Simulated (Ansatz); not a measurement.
Runs of Ansatz 0.2.0 on TaF3. The structure is cubic, space group Pm-3m (No. 221). Conventional cell: a = 3.901 Å, b = 3.901 Å, c = 3.901 Å, α = 90.00°, β = 90.00°, γ = 90.00°. Around Ta (site symmetry m-3m) lie 6 F at 1.95 Å. F (site symmetry 4/mmm) has 2 Ta at 1.95 Å as nearest neighbours. 

| level | U | cell | target pressure (GPa) | hubbard projectors | double counting | gap on the mesh (eV) | pressure (GPa) | relaxed volume (Å³/atom) |
| --- | --- | --- | --- | --- | --- | --- | --- | --- |
| PBE | - | relaxed to 30 GPa | 30 | - | - | none | 30.0 | - |
| PBE | - | relaxed | 0 | - | - | none | 0.0 | (a) |
| PBE+U | Ta d U = 6 eV | relaxed | - | ortho-atomic (the default) | fll (the default) | none | 0.0 | 18.03 |
| PBE+U | Ta d U = 2 eV | relaxed | - | ortho-atomic (the default) | fll (the default) | none | 0.0 | 17.70 |
| PBE | - | relaxed to 20 GPa | 20 | - | - | none | 20.0 | - |

Alike in all rows: task relaxation of cell and atoms; potentials or basis Ansatz PAW; no spin polarisation; k mesh 7 × 7 × 7; cutoff (eV) 420; smearing fermi-dirac 0.05 eV.

Task: Fill in the values left out.

Result: (a) 17.55.

Caveats: the plane-wave basis is chosen anew once the cell has moved, so the energies of steps on either side of that aren't comparable; the volume moved by over 15 % at a fixed basis, so the end points are rough (some runs); the electronic state changed during the relaxation (some runs); U without spin polarisation on a metal has little footing (some runs).

A k mesh can miss the band edges, and the runs leave out spin-orbit coupling on Ta.

A gap of «none» marks a metal or a gap under the smearing width.
